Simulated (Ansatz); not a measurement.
Predict the output of the script below (Ansatz 0.2.0, Python API).

The script, `c2h3nte.py`:
```python
"""Energy of C2H3NTe as one group turns about a bond."""

import ansatz as az
from ase import Atoms

atoms = Atoms(["N", "C", "C", "Te", "H", "H", "H"], positions=[
    (-0.5333, 1.108, 0.2397),
    (-0.1151, -0.1272, -0.1851),
    (0.8128, -1.1671, 0.0194),
    (-0.3116, -1.6277, -1.4821),
    (-1.391, 1.5849, -0.2773),
    (-0.116, 1.6669, 1.0163),
    (1.7154, -1.5058, 0.6233),
])

# relax first, so that the scan starts from a minimum
first = az.Crystal.molecule_from_ase(atoms).calculation()
first = first.basis(gaussian="def2-SVP").functional("cam_b3lyp")
first = first.relax(force_tolerance=0.02, max_steps=80)
atoms.positions = first.run(threads=1).report["positions_ang"]

start = atoms.get_dihedral(2, 1, 0, 4)
energies = {}
for turn in range(0, 360, 30):
    turned = atoms.copy()
    turned.set_dihedral(2, 1, 0, 4, start + turn, indices=[0, 4, 5])
    setup = (
        az.Crystal.molecule_from_ase(turned).calculation()
        .basis(gaussian="def2-SVP")
        .functional("cam_b3lyp")
    )
    energies[round((start + turn) % 360)] = setup.run(threads=1).report["free_energy_ev"]
floor = min(energies.values())
print("dihedral C2-C1-N0-H4 (deg)   E - E(min) (kJ/mol)")
for angle, e in sorted(energies.items()):
    print(f"{angle:8d} {96.485332 * (e - floor):14.3f}  " + "#" * int(30 * (e - floor) / max(max(energies.values()) - floor, 1e-9)))
```

```console
$ python c2h3nte.py
dihedral C2-C1-N0-H4 (deg)   E - E(min) (kJ/mol)
       0          0.068
      30          7.031  ######
      60         23.798  #####################
      90         33.862  #############################
     120         23.584  ####################
     150          6.822  ######
     180          0.000
     210          7.003  ######
     240         23.854  #####################
     270         33.945  ##############################
     300         23.632  ####################
     330          6.866  ######
```

Reading the output:
- The scan is rigid and the energies are electronic, in a modest basis. With rigid groups the curve can differ much from the relaxed path, the start wasn't checked as a minimum of this torsion, and equivalent turns needn't return to the same energy.
- def2 sets replace the cores of elements past krypton by effective core potentials.
- The whole script took 74 s on 1 thread of Arm Neoverse V1, with other jobs on the host, peak memory 0.27 GiB.

(Lines on the test bed's own set-up are left out of the output.)
